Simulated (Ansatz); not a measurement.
**C2H2FMg+ (SMILES C=[C+][Mg][F]): functionals against CCSD(T) at one geometry**

Aim: energy, forces and dipole at a structure displaced at random from a GFN2-xTB minimum, from CCSD(T) and from density functionals.

Computed with Ansatz 0.2.0, Gaussian basis. Level: single points in def2-TZVPP.

Cores are frozen in the correlated methods. The outer core shell of Li, Na, Mg and K is correlated. B3LYP uses VWN-RPA correlation.

## (1) Starting geometry

SMILES `C=[C+][Mg][F]`, 6 atoms, charge 1, spin multiplicity 1.

Atoms are counted from 1 here; the program's logs count them from 0.

Bond lengths: C1–C2 1.158 Å, C1–H5 1.108 Å, C1–H6 1.016 Å, C2–Mg3 2.270 Å, Mg3–F4 1.388 Å. Angles: C2–C1–H5 124.0°, C2–C1–H6 118.4°, H5–C1–H6 116.4°, C1–C2–Mg3 176.7°, C2–Mg3–F4 172.2°.

As a file:

```xyz
6
charge 1, multiplicity 1
C    -0.6066    1.1785   -0.1568
C    -0.1182    0.1377   -0.0146
Mg    0.9529   -1.8493    0.2275
F     1.5389   -3.0652    0.5515
H    -1.0339    1.5378   -1.1144
H    -0.4785    1.8756    0.5716
```

## (2) CCSD(T)/def2-TZVPP

The input, run/in.yaml:

```yaml
crystal:
  periodic: [false, false, false]
  atoms:
    - {symbol: C, position_ang: [-0.606600, 1.178500, -0.156800]}
    - {symbol: C, position_ang: [-0.118200, 0.137700, -0.014600]}
    - {symbol: Mg, position_ang: [0.952900, -1.849300, 0.227500]}
    - {symbol: F, position_ang: [1.538900, -3.065200, 0.551500]}
    - {symbol: H, position_ang: [-1.033900, 1.537800, -1.114400]}
    - {symbol: H, position_ang: [-0.478500, 1.875600, 0.571600]}
basis:
  gaussian: {orbitals: def2-TZVPP}
total_charge: 1
correlation: {method: ccsd_t}
output: {forces: true}
```

The command line of these runs was not kept.

## (3) PBE0-D4/def2-TZVPP

run/in.yaml, as its differences from that of step 2:

```diff
@@ -12,3 +12,3 @@
 total_charge: 1
-correlation: {method: ccsd_t}
-output: {forces: true}
+hamiltonian: {xc: pbe0, dispersion: d4}
+output: {forces: true, orbitals: {seedname: orbitals}}
```

## (4) wB97M-V/def2-TZVPP

run/in.yaml, as its differences from that of step 3:

```diff
@@ -12,3 +12,3 @@
 total_charge: 1
-hamiltonian: {xc: pbe0, dispersion: d4}
-output: {forces: true, orbitals: {seedname: orbitals}}
+hamiltonian: {xc: {name: wB97M-V}}
+output: {forces: true}
```

## (5) r2SCAN-D4/def2-TZVPP

run/in.yaml, as its differences from that of step 4:

```diff
@@ -12,3 +12,3 @@
 total_charge: 1
-hamiltonian: {xc: {name: wB97M-V}}
+hamiltonian: {xc: r2scan, dispersion: d4}
 output: {forces: true}
```

## (6) PBE-D4/def2-TZVPP

run/in.yaml, as its differences from that of step 5:

```diff
@@ -12,3 +12,3 @@
 total_charge: 1
-hamiltonian: {xc: r2scan, dispersion: d4}
+hamiltonian: {xc: pbe, dispersion: d4}
 output: {forces: true}
```

## (7) B97M-V/def2-TZVPP

run/in.yaml, as its differences from that of step 6:

```diff
@@ -12,3 +12,3 @@
 total_charge: 1
-hamiltonian: {xc: pbe, dispersion: d4}
+hamiltonian: {xc: {name: B97M-V}}
 output: {forces: true}
```

## (8) B3LYP-D4/def2-TZVPP

run/in.yaml, as its differences from that of step 7:

```diff
@@ -12,3 +12,3 @@
 total_charge: 1
-hamiltonian: {xc: {name: B97M-V}}
+hamiltonian: {xc: {name: B3LYP}, dispersion: d4}
 output: {forces: true}
```

(Steps that only read results are left out.)

**Question.** What will these runs give? Wanted: energy less free atoms, CCSD(T)/def2-TZVPP; RMS force component; RMS force error; HOMO and LUMO, PBE0-D4; T1 diagnostic.

The runs gave:

| quantity | value |
| --- | --- |
| energy less free atoms, CCSD(T)/def2-TZVPP | -1055.1 kJ/mol |
| RMS force component | 7.895 to 8.171 eV/Å over the methods |
| RMS force error | PBE0-D4 0.395, wB97M-V 0.394, r2SCAN-D4 0.390, PBE-D4 0.345, B97M-V 0.372, B3LYP-D4 0.407 eV/Å |
| HOMO and LUMO, PBE0-D4 | -15.39 and -9.20 eV |
| T1 diagnostic | 0.014 |

Against CCSD(T) the functionals' energies less atoms differ by -112.3 to -54.0 kJ/mol, PBE-D4 by -112.3 kJ/mol. CCSD(T) in triple zeta still lacks some correlation energy of the bonds, so part of these gaps is its own basis error and they don't rank the functionals. For forces PBE-D4 does best and B3LYP-D4 worst. Frozen-core CCSD(T) forces in triple zeta carry basis errors of their own, and this is one geometry, so small gaps rank nothing.
